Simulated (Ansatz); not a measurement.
Run this with the Python package of Ansatz (0.2.0) and show what comes out.

`torsion_c2h4bbr.py`:
```python
"""Energy of C2H4BBr as one group turns about a bond."""

import warnings

import ansatz
from ase import Atoms


def main() -> None:
    warnings.simplefilter("ignore", ansatz.DeckWarning)

    atoms = Atoms(["C", "C", "B", "Br", "H", "H", "H", "H"], positions=[
        (0.2842, 1.0094, -0.7882),
        (-0.4358, 0.2725, 0.0525),
        (0.1363, -1.0752, 0.5551),
        (-0.7968, -2.1988, 1.844),
        (-0.2032, 1.9784, -1.1581),
        (1.2202, 0.7937, -1.1684),
        (-1.3872, 0.5821, 0.4053),
        (1.2745, -1.4191, 0.2021),
    ])

    # relax first, so that the scan starts from a minimum
    first = (
        ansatz.Crystal.molecule_from_ase(atoms).calculation()
        .basis(gaussian="def2-SVP")
        .functional("r2scan0")
        .accuracy("medium")
        .scf(lower_state_search="off")
        .relax(force_tolerance=0.02, max_steps=80)
    )
    atoms.positions = first.run(threads=1, pin="off").report["positions_ang"]

    start = atoms.get_dihedral(0, 1, 2, 3)
    energies = {}
    for turn in range(0, 360, 40):
        turned = atoms.copy()
        turned.set_dihedral(0, 1, 2, 3, start + turn, indices=[2, 3, 7])
        calc = (
            ansatz.Crystal.molecule_from_ase(turned).calculation()
            .basis(gaussian="def2-SVP")
            .functional("r2scan0")
            .accuracy("medium")
            .scf(lower_state_search="off")
        )
        energies[round((start + turn) % 360)] = calc.run(threads=1, pin="off").report["free_energy_ev"]
    floor = min(energies.values())
    print("dihedral C0-C1-B2-Br3 (deg)   E - E(min) (kcal/mol)")
    for angle, e in sorted(energies.items()):
        print(f"{angle:8d} {23.060548 * (e - floor):14.3f}  " + "#" * int(30 * (e - floor) / max(max(energies.values()) - floor, 1e-9)))


if __name__ == "__main__":
    main()
```

```console
$ python torsion_c2h4bbr.py
dihedral C0-C1-B2-Br3 (deg)   E - E(min) (kcal/mol)
      20          2.095  ########
      60          5.831  #######################
     100          7.542  ##############################
     140          3.080  ############
     180          0.000
     220          3.042  ############
     260          7.526  #############################
     300          5.862  #######################
     340          2.104  ########
```

These settings explore the input space; basis and method may be short of convergence. The scan is rigid and the energies are electronic, in a modest basis. With rigid groups the curve can differ much from the relaxed path, the start wasn't checked as a minimum of this torsion, and equivalent turns needn't return to the same energy. It ran for 58 s on 1 thread of Arm Neoverse V2, on a shared host, peak memory 0.25 GiB.

(Lines on the test bed's own set-up are left out of the output.)
